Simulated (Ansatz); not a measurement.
# H4NOTe+ (SMILES N[Te][OH2+]): one structure at several levels

One table from this session's results is given with a row withheld; the runs are named, their logs left out.

Computed with Ansatz 0.2.0, Gaussian basis. Level: single points in def2-TZVPP.

Cores are frozen in the correlated methods. Filled d shells of the heavier atoms are correlated. Core potentials replace the inner electrons past krypton, and spin-orbit coupling is left out.

## Starting geometry

7 atoms, charge 1, spin multiplicity 1.

Atoms are counted from 1 here; the program's logs count them from 0.

Bond lengths: N1–Te2 1.910 Å, N1–H4 0.993 Å, N1–H5 0.997 Å, Te2–O3 2.304 Å, O3–H6 0.951 Å, O3–H7 1.006 Å. Angles: Te2–N1–H4 122.6°, Te2–N1–H5 122.3°, H4–N1–H5 115.0°, N1–Te2–O3 96.9°, Te2–O3–H6 116.3°, Te2–O3–H7 116.6°, H6–O3–H7 112.0°.

Coordinates:

```
N    -1.4150   -0.2183   -0.6876
Te   -0.5958    1.0819    0.4473
O     1.4635    0.0599    0.5958
H    -1.4011   -0.1477   -1.6780
H    -1.9479   -0.9799   -0.3271
H     2.1866    0.5042    0.1660
H     1.7248   -0.2964    1.4997
```

Set-up of the first run:

File run/in.yaml:

```yaml
crystal:
  periodic: [false, false, false]
  atoms:
    - {symbol: N, position_ang: [-1.415000, -0.218300, -0.687600]}
    - {symbol: Te, position_ang: [-0.595800, 1.081900, 0.447300]}
    - {symbol: O, position_ang: [1.463500, 0.059900, 0.595800]}
    - {symbol: H, position_ang: [-1.401100, -0.147700, -1.678000]}
    - {symbol: H, position_ang: [-1.947900, -0.979900, -0.327100]}
    - {symbol: H, position_ang: [2.186600, 0.504200, 0.166000]}
    - {symbol: H, position_ang: [1.724800, -0.296400, 1.499700]}
basis:
  gaussian: {orbitals: def2-TZVPP}
total_charge: 1
correlation: {method: ccsd_t}
output: {forces: true}
```

The command line of these runs was not kept.

Among the steps run: CCSD(T)/def2-TZVPP; PBE0-D4/def2-TZVPP; wB97M-V/def2-TZVPP; r2SCAN-D4/def2-TZVPP; PBE-D4/def2-TZVPP; revPBE-D4/def2-TZVPP; LC-wPBE/def2-TZVPP.

One of the session's tables, all rows but one given; the rest of the session is left out.

| method | RMS force component (eV/Å) | angle to CCSD(T) forces (°) |
| --- | --- | --- |
| CCSD(T) | 0.713 | reference |
| PBE0-D4 | ? | ? |
| wB97M-V | 0.719 | 5.8 |
| r2SCAN-D4 | 0.692 | 5.6 |
| PBE-D4 | 0.727 | 20.2 |
| revPBE-D4 | 0.725 | 22.2 |
| LC-wPBE | 0.776 | 13.8 |

Estimate the missing values for PBE0-D4.

**Answer.** RMS force component (eV/Å): 0.721; angle to CCSD(T) forces (°): 4.4. In the column «RMS force component (eV/Å)» it lies between wB97M-V (0.719) and revPBE-D4 (0.725).
